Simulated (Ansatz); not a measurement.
# SnHClOF2 (SMILES [OH][Sn]([F])([F])[Cl]) at PBE/def2-SVP (core potential)

What is the energy change on altering one bond length of SnHClOF2 at PBE/def2-SVP (core potential)? 

The calculation is run with Ansatz 0.2.0.

119 further runs of the same task are left out: 1 that didn't finish, 118 set aside as unsound or not needed. Runs told in other sessions of the task aren't counted.

## 1. The molecule

The species is SnHClOF2 (6 atoms), meant as a singlet with charge 0. SMILES: `[OH][Sn]([F])([F])[Cl]`. Geometry: relaxed at PBE0-D4/def2-TZVP. This is one conformer, not always the lowest.

Bond lengths: O1–Sn2 1.922 Å, Sn2–F3 1.884 Å, Sn2–F4 1.892 Å, Sn2–Cl5 2.279 Å, O1–H6 0.962 Å. Angles: O1–Sn2–F3 106.5°, O1–Sn2–F4 110.4°, O1–Sn2–Cl5 114.9°, F3–Sn2–F4 106.2°, F3–Sn2–Cl5 110.3°, F4–Sn2–Cl5 108.2°, Sn2–O1–H6 113.6°.

## 2. The energy at PBE/def2-SVP (core potential)

The input, molecule.yaml:

```yaml
crystal:
  periodic: [false, false, false]
  atoms:
    - symbol: O
      position_ang: [-0.464000, 0.283900, 1.476300]
    - symbol: Sn
      position_ang: [0.252400, -0.175700, -0.247500]
    - symbol: F
      position_ang: [1.982500, -0.856500, 0.056700]
    - symbol: F
      position_ang: [-0.743300, -1.587100, -1.019700]
    - symbol: Cl
      position_ang: [0.329400, 1.540600, -1.744400]
    - symbol: H
      position_ang: [-1.315000, 0.730600, 1.432500]
basis:
  gaussian: {orbitals: def2-SVP}
hamiltonian: {xc: pbe}
accuracy: high
output: {orbitals: {seedname: orbitals}}
```

On the command line:

```
$ ansatz run molecule.yaml --threads 1 --pin off --max-ram 3480MiB --events-out events.jsonl --progress --plain --runs-dir runs
```

The log of the run:

```text
Warning: RAYON_NUM_THREADS=1 ignored (pool sized by the plan → 1); use --threads N
Functional definition: PBE
  name "PBE"
  parameter kappa = 0.804
  parameter beta = 0.06672455060314922
  exchange = pbe_x(kappa = kappa, mu = beta*pi^2/3)
  correlation = pbe_c(beta = beta)
1947 factors; integrals over basis functions are off by at most 3.3e-9 eV
mean field evaluation 1: about -25821.6672 eV, gradient 7.4e1 eV
mean field evaluation 2: about -25750.3783 eV, gradient 1.9e2 eV
mean field evaluation 4: about -25830.4168 eV, gradient 2.3e1 eV
mean field evaluation 8: about -25831.3733 eV, gradient 6.9e-1 eV
mean field evaluation 16: about -25831.3738 eV, gradient 5.1e-5 eV
mean field -25831.37384479 eV, -949.2854796618 hartree, gradient 3.0e-8 eV, S^2 0.000000; 0 other end points of the search recorded, 0 dependent functions left out
reference -25831.37384869 eV, -949.2854798052 hartree; 33, 33 occupied and 58, 58 virtual orbitals, 1947 factors
Total energy: -25831.37384869 eV, -949.2854798052 hartree
```

It took 7.8 s on 1 thread of Arm Neoverse V2, shared host; peak memory 0.23 GiB.

## 3. The distorted shape, same level

The input, run.yaml:

```yaml
crystal:
  periodic: [false, false, false]
  atoms:
    - symbol: O
      position_ang: [0.216798, -0.073459, 1.511340]
    - symbol: Sn
      position_ang: [0.933198, -0.533059, -0.212460]
    - symbol: F
      position_ang: [2.663298, -1.213859, 0.091740]
    - symbol: F
      position_ang: [-0.062502, -1.944459, -0.984660]
    - symbol: Cl
      position_ang: [1.010198, 1.183241, -1.709360]
    - symbol: H
      position_ang: [-1.315000, 0.730600, 1.432500]
basis:
  gaussian:
    orbitals: def2-SVP
hamiltonian:
  xc: {name: PBE}
accuracy: high
output:
  orbitals: {seedname: orbitals}
```

On the command line:

```
$ ansatz run run.yaml --threads 1 --pin off --max-ram 3480MiB --events-out events.jsonl --progress --plain --runs-dir runs
```

The log of the run:

```text
Warning: RAYON_NUM_THREADS=1 ignored (pool sized by the plan → 1); use --threads N
Functional definition: PBE
  name "PBE"
  parameter kappa = 0.804
  parameter beta = 0.06672455060314922
  exchange = pbe_x(kappa = kappa, mu = beta*pi^2/3)
  correlation = pbe_c(beta = beta)
1949 factors; integrals over basis functions are off by at most 3.1e-9 eV
mean field evaluation 1: about -25815.2477 eV, gradient 7.9e1 eV
mean field evaluation 2: about -25690.5520 eV, gradient 2.0e2 eV
mean field evaluation 4: about -25826.2565 eV, gradient 2.1e1 eV
mean field evaluation 8: about -25827.8107 eV, gradient 2.9e0 eV
mean field evaluation 16: about -25827.8288 eV, gradient 6.7e-3 eV
mean field -25827.82884331 eV, -949.1552032605 hartree, gradient 1.4e-8 eV, S^2 0.000000; 0 other end points of the search recorded, 0 dependent functions left out
reference -25827.82884735 eV, -949.1552034088 hartree; 33, 33 occupied and 58, 58 virtual orbitals, 1949 factors
Total energy: -25827.82884735 eV, -949.1552034088 hartree
```

It took 7.8 s on 1 thread of Arm Neoverse V2, shared host; peak memory 0.23 GiB.

## 4. Results

At PBE/def2-SVP (core potential):

| quantity | value |
| --- | --- |
| first shape: total energy | -949.28548 Eh |
| first shape: HOMO energy | -8.03 eV |
| first shape: LUMO energy | -3.59 eV |
| first shape: HOMO–LUMO gap | 4.45 eV |
| distorted shape: total energy | -949.15520 Eh |
| distorted shape: HOMO energy | -7.65 eV |
| distorted shape: LUMO energy | -5.65 eV |
| distorted shape: HOMO–LUMO gap | 2.01 eV |
| energy change with the O1–H6 bond stretched from 0.962 to 1.732 Å | 3.545 eV |

One bond (distorted shape) is far stretched, which a spin-restricted single reference describes badly; a broken-symmetry solution may lie lower. With the O1–H6 bond stretched from 0.962 to 1.732 Å the energy rises by 3.55 eV (342 kJ/mol). The first shape isn't relaxed at this level, so the change isn't measured from a minimum. A restricted reference can't describe the breaking bond well at this length.
